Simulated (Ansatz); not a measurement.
Wanted: the native input for an Ansatz 0.2.0 run.

* Task: density of states
* Functional: PBE
* Potentials or basis: PseudoDojo standard (PBE files)
* Cutoff: 1120 eV
* Density cutoff: 4480 eV
* k mesh: 7 × 7 × 7
* Occupations: fermi-dirac, width 0.01 eV
* Spin: collinear spin, ferromagnetic start
* Starting moments: [0.5, 0.0] μB

BiTe:

```
CELL_PARAMETERS angstrom
0.00000 3.23500 3.23500
3.23500 0.00000 3.23500
3.23500 3.23500 0.00000
ATOMIC_POSITIONS crystal
Bi 0.00000 0.00000 0.00000
Te 0.50000 0.50000 0.50000
```

The input as run:

input.yaml

```yaml
crystal:
  lattice:
    - [0.0, 3.235, 3.235]
    - [3.235, 0.0, 3.235]
    - [3.235, 3.235, 0.0]
  atoms:
    - { symbol: Bi, spin: 0.5, position_ang: [0.0, 0.0, 0.0] }
    - { symbol: Te, position_ang: [3.235, 3.235, 3.235] }
hamiltonian:
  xc: pbe
  pseudopotentials: { kind: nc, accuracy: standard }
magnetization:
  spin_polarized: true
kpoints:
  mp_grid: { grid: [7, 7, 7] }
scf:
  occupations: { method: fermi_dirac, width: 0.01 }
  n_extra_bands: 6
  convergence: { dr2_threshold: 1.0e-11 }
output:
  forces: true
  stress: true
  eigenvalues: true
  dos: { projected: false, de: 0.05, nscf_kmesh: { grid: [11, 11, 11] } }
```

Potentials or basis: PseudoDojo standard (PBE files).

The run is started by

```bash
$ ansatz run input.yaml --threads 1 --pin off --max-ram 2560MiB --backend cpu --events-out ev --progress --plain --runs-dir out
```

It gave:

```json
{
 "Pressure": "0.9 GPa",
 "Band gap on the k mesh": "none (metal or under the smearing width)",
 "Net moment": "0.15 μB per cell",
 "Absolute moment": "0.15 μB per cell",
 "Site moments": "Bi +0.07; Te +0.02 μB",
 "Density of states at the Fermi level": "1.91 states/eV per cell"
}
```

Caveat: spin-orbit coupling is left out, which moves the levels of the heavy elements.

Wall time 33 s on 1 thread of Arm Neoverse V1 (shared host), peak memory 0.61 GiB.
